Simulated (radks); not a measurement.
# Os⁺ in [Xe] 4f14 5d6 6s1: an all-electron calculation

What are the levels of the osmium ion Os+, how large are its shells, and how does its energy divide?

The numbers are computed with radks (a radial shooting solver on a logarithmic mesh, Libxc functionals) version 1 (scalar-relativistic Kohn-Sham, HCTH/407, spin-polarised, spherical densities, finite nucleus; open shells are filled with parallel spins first), except any that are marked as measured or tabulated.

## (1) The atom as given

| Quantity | Value |
| --- | --- |
| element | osmium (Z = 76) |
| charge | +1 |
| electrons | 75 |
| configuration | [Xe] 4f14 5d6 6s1 |
| nuclear rms radius | 5.4126 fm |

The outer shells:

Os⁺
```
[Xe] core
4f [↑↓][↑↓][↑↓][↑↓][↑↓][↑↓][↑↓]
5d [↑↓][↑ ][↑ ][↑ ][↑ ]
6s [↑ ]
```

## (2) The calculation

Settings of this run:

```text
Z 76
configuration [Xe] 4f14 5d6 6s1
relativity scalar-relativistic
functional hcth_407
spin polarised
nucleus finite rms 5.4126 fm
c 137.035999084
```

What does the calculation give?

The runs gave:

| quantity | value |
| --- | --- |
| total energy | -17260.5538 hartree |
| exchange-correlation share of it | 2.02 % |
| −T/E | 1.1077 |
| highest occupied level | 5d down, -12.350 eV |
| most extended occupied level | 6s up, <r> = 2.68 bohr |
| radius at density 0.001 e/bohr³ | 4.11 bohr |
| maxima of the radial density | 4 |
| ionisation energy, NIST | 17 (semi-emp.) eV |

**Reading.** 6 principal shells are occupied and 4 maxima appear in the radial density; where shells overlap, one shows as a shoulder or not at all. Relativity lifts −T/E to 1.108. The top level binds by 12.350 eV, 73 % of the NIST ionisation energy of 17 eV; the potential of a semilocal functional falls off too fast, so its top eigenvalue is too shallow. Open shells are spherical and high-spin; term and fine-structure splittings are not resolved. Spin-orbit splitting is averaged out at the scalar-relativistic level.
